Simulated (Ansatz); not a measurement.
**SnH3OF (SMILES [OH][SnH2][F]) at BHLYP/def2-SVPD (core potential)**

What is the vertical singlet–triplet gap of SnH3OF at BHLYP/def2-SVPD (core potential)? 

Program for the calculation: Ansatz 0.2.0.

73 further runs of the same task are left out: 73 set aside as unsound or not needed.

## 1. The structure to begin with

SnH3OF has 6 atoms, charge 0, and is taken as a singlet. As SMILES, `[OH][SnH2][F]`. The coordinates come from a PBE0-D4/def2-TZVP relaxation. This is one conformer, not always the lowest.

Bond lengths: O1–Sn2 1.948 Å, Sn2–F3 1.922 Å, O1–H4 0.960 Å, Sn2–H5 1.701 Å, Sn2–H6 1.692 Å. Angles: O1–Sn2–F3 105.3°, O1–Sn2–H5 111.8°, O1–Sn2–H6 106.0°, F3–Sn2–H5 104.3°, F3–Sn2–H6 107.5°, Sn2–O1–H4 114.0°, H5–Sn2–H6 120.8°.

## 2. A single-point energy at BHLYP/def2-SVPD (core potential)

Input file molecule.yaml:

```yaml
crystal:
  periodic: [false, false, false]
  atoms:
    - {symbol: O, position_ang: [-1.414400, -0.333000, -0.425000]}
    - {symbol: Sn, position_ang: [0.302300, 0.255900, 0.283700]}
    - {symbol: F, position_ang: [1.409100, -1.315100, 0.302100]}
    - {symbol: H, position_ang: [-1.368600, -0.685700, -1.316700]}
    - {symbol: H, position_ang: [1.096100, 1.317100, -0.782100]}
    - {symbol: H, position_ang: [0.017500, 0.696700, 1.891900]}
basis:
  gaussian:
    orbitals: def2-SVPD
hamiltonian:
  xc: {name: BHLYP}
accuracy: high
output: {orbitals: {seedname: orbitals}}
```

Started as:

```bash
$ ansatz run molecule.yaml --threads 1 --pin off --max-ram 3480MiB --events-out events.jsonl --progress --plain --runs-dir runs
```

Standard output:

```text
Warning: RAYON_NUM_THREADS=1 ignored (pool sized by the plan → 1); use --threads N
Functional definition: BHLYP
  name "BHLYP"
  parameter a = 0.5
  exchange = (1 - a)*b88_x + a*exact_x
  correlation = lyp_c
2210 factors; integrals over basis functions are off by at most 2.9e-9 eV
mean field evaluation 1: about -10631.3248 eV, gradient 5.9e1 eV
mean field evaluation 2: about -10624.4693 eV, gradient 8.5e1 eV
mean field evaluation 4: about -10637.2653 eV, gradient 3.5e0 eV
mean field evaluation 8: about -10637.4280 eV, gradient 2.3e-1 eV
mean field evaluation 16: about -10637.4281 eV, gradient 1.4e-5 eV
mean field -10637.42810612 eV, -390.9182725922 hartree, gradient 1.5e-8 eV, S^2 0.000000; 0 other end points of the search recorded, 0 dependent functions left out
reference -10637.42813349 eV, -390.9182735980 hartree; 21, 21 occupied and 81, 81 virtual orbitals, 2210 factors
Total energy: -10637.42813349 eV, -390.9182735980 hartree
```

Run time: 10 s. Hardware: 1 thread of Arm Neoverse V1, shared host; peak memory 0.35 GiB.

## 3. The triplet

Input file input.yaml:

```yaml
crystal:
  periodic: [false, false, false]
  atoms:
    - {symbol: O, position_ang: [-1.414400, -0.333000, -0.425000]}
    - {symbol: Sn, position_ang: [0.302300, 0.255900, 0.283700]}
    - {symbol: F, position_ang: [1.409100, -1.315100, 0.302100]}
    - {symbol: H, position_ang: [-1.368600, -0.685700, -1.316700]}
    - {symbol: H, position_ang: [1.096100, 1.317100, -0.782100]}
    - {symbol: H, position_ang: [0.017500, 0.696700, 1.891900]}
basis:
  gaussian:
    orbitals: def2-SVPD
magnetization:
  spin_polarized: true
  initial_magnetization: 2
hamiltonian:
  xc: {name: BHLYP}
accuracy: high
output: {orbitals: {seedname: orbitals}}
```

Started as:

```bash
$ ansatz run input.yaml --threads 1 --pin off --max-ram 3480MiB --events-out events.jsonl --progress --plain --runs-dir runs
```

Standard output:

```text
Warning: RAYON_NUM_THREADS=1 ignored (pool sized by the plan → 1); use --threads N
[... 5 set-up lines as earlier in the session ...]
2210 factors; integrals over basis functions are off by at most 2.9e-9 eV
mean field evaluation 1: about -10622.2621 eV, gradient 4.5e1 eV
mean field evaluation 2: about -10590.8643 eV, gradient 9.3e1 eV
mean field evaluation 4: about -10629.9681 eV, gradient 1.2e1 eV
mean field evaluation 8: about -10630.5833 eV, gradient 1.1e0 eV
mean field evaluation 16: about -10631.1029 eV, gradient 3.4e-1 eV
mean field evaluation 32: about -10630.9896 eV, gradient 1.7e0 eV
mean field -10631.10506587 eV, -390.6859051490 hartree, gradient 1.5e-8 eV, S^2 2.008088; 4 other end points of the search recorded, 0 dependent functions left out
reference -10631.10509200 eV, -390.6859061091 hartree; 22, 20 occupied and 80, 82 virtual orbitals, 2210 factors
Total energy: -10631.10509200 eV, -390.6859061091 hartree
```

Wall time 23 s (1 thread of Arm Neoverse V1, shared host); peak memory 0.48 GiB.

## 4. Summary of results

Level: BHLYP/def2-SVPD (core potential).

```
                                        quantity          value
                           singlet: total energy  -390.91827 Eh
                            singlet: HOMO energy      -10.62 eV
                            singlet: LUMO energy        0.10 eV
                          singlet: HOMO–LUMO gap       10.72 eV
                           triplet: total energy  -390.68591 Eh
     triplet: HOMO energy (highest over α and β)       -3.96 eV
                                   triplet: ⟨S²⟩          2.008
vertical energy of the triplet above the singlet       6.323 eV
```

**Reading.** At this shape the triplet lies 6.32 eV (610 kJ/mol) above the singlet.
